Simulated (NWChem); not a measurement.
# A workflow on the pair C2H5B···HCl

We compute the energy (singlet C2H6BCl, CCSD(T)/cc-pVDZ), then the energy (singlet C2H5B, CCSD(T)/cc-pVDZ), then the energy (singlet HCl, CCSD(T)/cc-pVDZ), then a single-point energy (singlet C2H5B, CCSD(T)/cc-pVDZ), then a single-point energy (singlet HCl, CCSD(T)/cc-pVDZ) of C2H6BCl and its partners. 

The calculation is run with NWChem 7.3.0.

## (1) The molecule

C2H6BCl has 10 atoms, charge 0, and is taken as a singlet. The two molecules were placed rigidly side by side, at 0.85 times their contact distance; the pair isn't optimised.

Bond lengths: B1–C2 1.534 Å, C2–C3 1.339 Å, B1–H4 1.199 Å, B1–H5 1.197 Å, C2–H6 1.089 Å, C3–H7 1.086 Å, C3–H8 1.087 Å, Cl9–H10 1.279 Å. Angles: B1–C2–C3 120.5°, B1–C2–H6 121.7°, C3–C2–H6 117.7°, C2–B1–H4 118.7°, C2–B1–H5 122.0°, C2–C3–H7 120.6°, C2–C3–H8 123.0°, H4–B1–H5 119.3°, H7–C3–H8 116.4°.

## (2) A single-point energy at CCSD(T)/cc-pVDZ (run 1)

File c2h6bcl.nw:

```
start c2h6bcl
title "C2H6BCl"
memory stack 880 mb heap 220 mb global 1100 mb

geometry units au noautosym nocenter noautoz
B     -1.19186916     1.66945965    -1.29812846
C      0.58674106     0.53033274     0.68872958
C      0.84657841    -1.97884561     0.89282000
H     -2.33931087     0.27030642    -2.66043203
H     -1.46323384     3.90311593    -1.52395074
H      1.67408948     1.71330129     1.97336540
H     -0.19692836    -3.24156061    -0.34476163
H      2.08397107    -2.86607202     2.27232008
Cl    -5.81138026     7.18094038     0.99110466
H     -4.78437081     5.62836029    -0.54985361
end

basis spherical bse
* library cc-pVDZ
end

scf
thresh 1e-08
maxiter 80
print low
end

ccsd
freeze core 8
maxiter 60
end

task ccsd(t)
```

Started as:

```sh
$ nwchem c2h6bcl.nw > c2h6bcl.out
```

Output:

```text
[...]
  functions       =    90
[...]
  wavefunction    = RHF
[...]
         Total SCF energy =   -563.387497955023
      One-electron energy =   -989.903687752077
      Two-electron energy =    317.596040864346
 Nuclear repulsion energy =    108.920148932709
        Time for solution =     20.7s
[...]
 Total MP2 energy:           -563.885400637386510
[...]
             energy      energy      error      ampl     ampl      Block
                                                time     time      time
[...]
 Total CCSD energy:           -563.942759462848358
[...]
 Total CCSD+T(CCSD) energy:           -563.958771652882660
[...]
 Total CCSD(T) energy:                -563.958416024970347
[...]
```

Wall time 2.6 min (1 thread of Intel Xeon Platinum 8488C (Sapphire Rapids), shared host); peak memory 0.27 GiB.

## (3) C2H5B: a single-point energy at CCSD(T)/cc-pVDZ (run 2)

File geom.nw:

```
start geom
memory stack 880 mb heap 220 mb global 1100 mb
geometry units angstroms noautosym nocenter noautoz
  B       -0.630710       0.883440      -0.686940
  C        0.310490       0.280640       0.364460
  C        0.447990      -1.047160       0.472460
  H       -1.237910       0.143040      -1.407840
  H       -0.774310       2.065440      -0.806440
  H        0.885890       0.906640       1.044260
  H       -0.104210      -1.715360      -0.182440
  H        1.102790      -1.516660       1.202460
end
basis spherical bse
  * library cc-pVDZ
end
scf
  thresh 1e-08
  maxiter 80
  print low
end
ccsd
  freeze core 3
  maxiter 60
end
task ccsd(t) energy
```

Started as:

```sh
$ nwchem geom.nw > geom.out
```

Output:

```text
[...]
  functions       =    67
[...]
  wavefunction    = RHF
[...]
         Total SCF energy =   -103.298304203173
      One-electron energy =   -252.527919246713
      Two-electron energy =     91.142168627408
 Nuclear repulsion energy =     58.087446416132
        Time for solution =      7.6s
[...]
 Total MP2 energy:           -103.647770928199805
[...]
             energy      energy      error      ampl     ampl      Block
                                                time     time      time
[...]
 Total CCSD energy:           -103.689185639975079
[...]
 Total CCSD+T(CCSD) energy:           -103.702530268397126
[...]
 Total CCSD(T) energy:                -103.702205952625576
[...]
```

It took 43 s on 1 thread of Intel Xeon Platinum 8488C (Sapphire Rapids), shared host; peak memory 0.15 GiB.

## (4) HCl: a single-point energy at CCSD(T)/cc-pVDZ (run 3)

File geom.nw:

```
START geom
TITLE "ClH energy"
memory 2200 mb

GEOMETRY units au noautosym nocenter noautoz
 Cl -5.81138026  7.18094038  0.99110466
 H  -4.78437081  5.62836029 -0.54985361
END

BASIS spherical bse
 * library cc-pVDZ
END

SCF
 singlet
 rhf
 thresh 1e-08
 maxiter 80
 print low
END

CCSD
 freeze core 5
 maxiter 60
END

TASK ccsd(t) energy
```

Started as:

```sh
$ nwchem geom.nw > geom.out
```

Output:

```text
[...]
  functions       =    23
[...]
  wavefunction    = RHF
[...]
         Total SCF energy =   -460.089448513069
      One-electron energy =   -649.867630473101
      Two-electron energy =    182.743414902425
 Nuclear repulsion energy =      7.034767057607
        Time for solution =      1.8s
[...]
 Total MP2 energy:           -460.235799768668642
[...]
             energy      energy      error      ampl     ampl      Block
                                                time     time      time
[...]
 Total CCSD energy:           -460.252208658084783
[...]
 Total CCSD+T(CCSD) energy:           -460.254582010638387
[...]
 Total CCSD(T) energy:                -460.254561048787764
[...]
```

It took 4.8 s on 1 thread of Intel Xeon Platinum 8488C (Sapphire Rapids), shared host; peak memory 0.1 GiB.

## (5) C2H5B among ghost functions: the energy at CCSD(T)/cc-pVDZ (with ghost functions) (run 4)

File work.nw:

```
start work
memory total 2200 mb
charge 0
geometry noautosym nocenter noautoz
B    -0.630710    0.883440   -0.686940
C     0.310490    0.280640    0.364460
C     0.447990   -1.047160    0.472460
H    -1.237910    0.143040   -1.407840
H    -0.774310    2.065440   -0.806440
H     0.885890    0.906640    1.044260
H    -0.104210   -1.715360   -0.182440
H     1.102790   -1.516660    1.202460
bqCl    -3.075250     3.799990     0.524470
bqH     -2.531780     2.978400    -0.290970
end
basis "ao basis" spherical bse
B library cc-pVDZ
C library cc-pVDZ
H library cc-pVDZ
bqCl library Cl cc-pVDZ
bqH library H cc-pVDZ
end
scf
singlet
rhf
thresh 1e-08
maxiter 80
noprint "final vectors analysis"
end
ccsd
freeze core 3
maxiter 60
end
task ccsd(t)
```

Started as:

```sh
$ nwchem work.nw > work.out
```

Output:

```text
[...]
  functions       =    90
[...]
  wavefunction    = RHF
[...]
         Total SCF energy =   -103.298329420649
      One-electron energy =   -252.527357702578
      Two-electron energy =     91.141581865797
 Nuclear repulsion energy =     58.087446416132
        Time for solution =     20.7s
[...]
 Total MP2 energy:           -103.647975648412853
[...]
             energy      energy      error      ampl     ampl      Block
                                                time     time      time
[...]
 Total CCSD energy:           -103.689395403466605
[...]
 Total CCSD+T(CCSD) energy:           -103.702761906291158
[...]
 Total CCSD(T) energy:                -103.702437587145255
[...]
```

Wall time 2 min (1 thread of Intel Xeon Platinum 8488C (Sapphire Rapids), shared host); peak memory 0.21 GiB.

## (6) HCl among ghost functions: a single-point energy at CCSD(T)/cc-pVDZ (with ghost functions) (run 5)

File test.nw:

```
start test
memory total 2200 mb
geometry units atomic noautosym nocenter noautoz
   Cl    -5.81138026     7.18094038     0.99110466
   H     -4.78437081     5.62836029    -0.54985361
   bqB     -1.191869     1.669460    -1.298128
   bqC      0.586741     0.530333     0.688730
   bqC      0.846578    -1.978846     0.892820
   bqH     -2.339311     0.270306    -2.660432
   bqH     -1.463234     3.903116    -1.523951
   bqH      1.674089     1.713301     1.973365
   bqH     -0.196928    -3.241561    -0.344762
   bqH      2.083971    -2.866072     2.272320
end
basis spherical bse
   Cl library cc-pVDZ
   H library cc-pVDZ
   bqB library B cc-pVDZ
   bqC library C cc-pVDZ
   bqH library H cc-pVDZ
end
scf
   thresh 1e-08
   maxiter 80
   print low
end
ccsd
   freeze core 5
   maxiter 60
end
task ccsd(t) energy
```

Started as:

```sh
$ nwchem test.nw > test.out
```

Output:

```text
[...]
  functions       =    90
[...]
  wavefunction    = RHF
[...]
         Total SCF energy =   -460.089899186083
      One-electron energy =   -649.852419451284
      Two-electron energy =    182.727753207595
 Nuclear repulsion energy =      7.034767057607
        Time for solution =     15.7s
[...]
 Total MP2 energy:           -460.236672529543455
[...]
             energy      energy      error      ampl     ampl      Block
                                                time     time      time
[...]
 Total CCSD energy:           -460.253042082429829
[...]
 Total CCSD+T(CCSD) energy:           -460.255469827588684
[...]
 Total CCSD(T) energy:                -460.255447168104865
[...]
```

It took 88 s on 1 thread of Intel Xeon Platinum 8488C (Sapphire Rapids), shared host; peak memory 0.15 GiB.

## (7) Results

| quantity | value |
| --- | --- |
| run 1, CCSD(T)/cc-pVDZ: total energy | -563.95842 Eh |
| run 1, CCSD(T)/cc-pVDZ: correlation energy (8 core orbitals frozen) | -570.9 mEh |
| run 1, CCSD(T)/cc-pVDZ: (T) correction | -15.66 mEh |
| C2H5B: total energy | -103.70221 Eh |
| C2H5B: correlation energy (3 core orbitals frozen) | -403.9 mEh |
| C2H5B: (T) correction | -13.02 mEh |
| HCl: total energy | -460.25456 Eh |
| HCl: correlation energy (5 core orbitals frozen) | -165.1 mEh |
| HCl: (T) correction | -2.35 mEh |
| C2H5B among ghost functions: total energy | -103.70244 Eh |
| C2H5B among ghost functions: correlation energy (3 core orbitals frozen) | -404.1 mEh |
| C2H5B among ghost functions: (T) correction | -13.04 mEh |
| HCl among ghost functions: total energy | -460.25545 Eh |
| HCl among ghost functions: correlation energy (5 core orbitals frozen) | -165.5 mEh |
| HCl among ghost functions: (T) correction | -2.41 mEh |
| interaction energy of the rigid parts C2H5B and HCl (parts in their own basis; closest atoms 2.05 Å apart) | -0.045 eV |
| interaction energy of the rigid parts C2H5B and HCl (parts in the whole basis, counterpoise; closest atoms 2.05 Å apart) | -0.014 eV |

In words: The interaction energy of the rigid parts C2H5B and HCl (parts in their own basis; closest atoms 2.05 Å apart) is −0.04 eV (−4.3 kJ/mol): the parts attract. Without counterpoise this holds the superposition error of the basis. The interaction energy of the rigid parts C2H5B and HCl (parts in the whole basis, counterpoise; closest atoms 2.05 Å apart) is −0.01 eV (−1.4 kJ/mol). The basis-set superposition error is 2.9 kJ/mol. The triples (run 1, CCSD(T)/cc-pVDZ) make up 2.7 % of the correlation energy. The triples (C2H5B) make up 3.2 % of the correlation energy. The triples (HCl) make up 1.4 % of the correlation energy.
